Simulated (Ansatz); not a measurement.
# WCO (singlet): the correlation ladder at a displaced geometry (v2), def2-SVP

An exercise on one series of results from a longer session: the logs are not shown, and one member is left open.

Computed with Ansatz 0.2.0, Gaussian basis. Level: def2-SVP, core rule «outside noble gas», up to 6 orbitals frozen.

The runs, in order: UHF; CCSD(T) on RHF; CCSD(T) on UHF; CISD; CCSDT(Q) on RHF; CASSCF and NEVPT2, 8 electrons in 8 orbitals.

21 further runs of the same task are left out: 2 for a known fault of the program, 14 that didn't finish, 5 set aside as unsound or not needed. Runs told in other sessions of the task aren't counted.

### The geometry

The geometry is a PBE0/def2-TZVP stationary point (not a proven minimum) with its atoms shifted at random (size 0.100 Å). No spin-orbit coupling is included. Elements past krypton take def2 core potentials.

3 atoms, charge 0, spin multiplicity 1.

Atoms are counted from 1 here; the program's logs count them from 0.

Bond lengths: W1–C2 1.850 Å, C2–O3 1.161 Å. Angles: W1–C2–O3 170.9°.

Set-up of the first run:

Input file in.yaml:

```yaml
crystal:
  periodic: [false, false, false]
  atoms:
    - {symbol: W, position_ang: [0.084376, 0.005225, -1.614299]}
    - {symbol: C, position_ang: [-0.080498, 0.013599, 0.228050]}
    - {symbol: O, position_ang: [-0.003878, -0.018825, 1.386249]}
basis:
  gaussian: {orbitals: def2-SVP}
magnetization: {spin_polarized: true, initial_magnetization: 0}
hamiltonian: {xc: hf}
output: {orbitals: {seedname: orbitals}}
```

Command:

```
$ ansatz run in.yaml --threads 1 --pin off --events-out ev --progress --plain --max-ram 2393MiB
```

Steps of the session up to this table: UHF; CCSD(T) on RHF; CCSD(T) on UHF; CISD; CCSDT(Q) on RHF; CASSCF and NEVPT2, 8 electrons in 8 orbitals.

One of the session's tables, all rows but one given; the rest of the session is left out.

It belongs to the step «Misses and costs». 

```
   method  from RCCSDT(Q) (kJ/mol)
      RHF                  +1293.7
     RMP2                        ?
     UMP2                   +171.0
    RCCSD                    +97.1
    UCCSD                    +98.2
 RCCSD(T)                    +20.1
 UCCSD(T)                     -2.6
   RCCSDT                    +12.6
RCCSDT(Q)                        0
```

Q: Estimate the row for RMP2 from the others.

The run gave: from RCCSDT(Q) (kJ/mol): +109.1. In the column «from RCCSDT(Q) (kJ/mol)» it lies between UCCSD (+98.2) and UMP2 (+171.0).

Not comparable, so not listed: CISD (they don't share determinant, frozen orbitals or solution with the rows shown, or repeat one).

Left out of the table: CASSCF frontier, NEVPT2 frontier (the active space lost an orbital or holds another state than full CI finds).

To keep in mind: The determinant of HF (⟨S²⟩ 1.89) is far from a pure spin state, so its energy mixes those of several spin states; that is harmless only where they are near-degenerate. The determinant of CCSD(T) (⟨S²⟩ 2.09) is far from a pure spin state, so its energy mixes those of several spin states; high orders of coupled cluster remove much of that, low ones don't. Left out of the table: UHF (another determinant or state than the rows shown). The program flags UCCSD(T) as in doubt, so read those rows with care; the flags are other amplitudes. Warnings: restricted reference is unstable; spin contamination; coupled cluster took another determinant than the lowest; large T1 diagnostic. Restricted and unrestricted rows rest on different reference determinants; a gap between their highest levels can come from leftover correlation error, from unlike frozen cores or from another state. Warnings in the runs' records: passed over end.
